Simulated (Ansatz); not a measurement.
# TiHO+ (triplet): wave-function methods side by side, def2-TZVPP

The task here is to estimate one member of a computed series from the others.

Program: Ansatz 0.2.0, Gaussian basis. Level of theory: def2-TZVPP, core rule «outside noble gas», up to 10 orbitals frozen. These are calculated values, not measurements.

The runs, in order: UHF; ROHF; CCSD(T) on UHF.

## What is computed

The geometry is a PBE0/def2-TZVP stationary point (not a proven minimum) of the parent state, kept for this charge and spin.

3 atoms, charge 1, spin multiplicity 3.

Atoms are counted from 1 here; the program's logs count them from 0.

Bond lengths: Ti1–O2 1.702 Å, Ti1–H3 1.852 Å. Angles: O2–Ti1–H3 180.0°.

Geometry (Å):

| atom | x (Å) | y (Å) | z (Å) |
| --- | --- | --- | --- |
| Ti1 | 0.00000 | 0.00000 | -0.05023 |
| O2 | 0.00000 | 0.00000 | -1.75173 |
| H3 | 0.00000 | 0.00000 | 1.80197 |

The first run:

Contents of in.yaml:

```yaml
crystal:
  periodic: [false, false, false]
  atoms:
    - {symbol: Ti, position_ang: [0.000000, 0.000000, -0.050233]}
    - {symbol: O, position_ang: [0.000000, 0.000000, -1.751733]}
    - {symbol: H, position_ang: [0.000000, 0.000000, 1.801967]}
basis:
  gaussian: {orbitals: def2-TZVPP}
total_charge: 1
magnetization: {spin_polarized: true, initial_magnetization: 2}
hamiltonian: {xc: hf}
output: {orbitals: {seedname: orbitals}}
```

On the command line:

```sh
$ ansatz run in.yaml --threads 1 --pin off --events-out ev --progress --plain --max-ram 2816MiB --backend cpu
```

Among the steps run: UHF; ROHF; CCSD(T) on UHF.

One table of the session follows, with a row left open; its other results are not shown here.

| method | from UCCSD(T) (meV) |
| --- | --- |
| ROHF | +9527.5 |
| UHF | +9267.1 |
| UMP2 | +1831.8 |
| UCCSD | ? |
| UCCSD(T) | 0 |

Q: Estimate the row for UCCSD from the others.

The run gave: from UCCSD(T) (meV): +687.6. In the column «from UCCSD(T) (meV)» it lies between UCCSD(T) (0) and UMP2 (+1831.8).
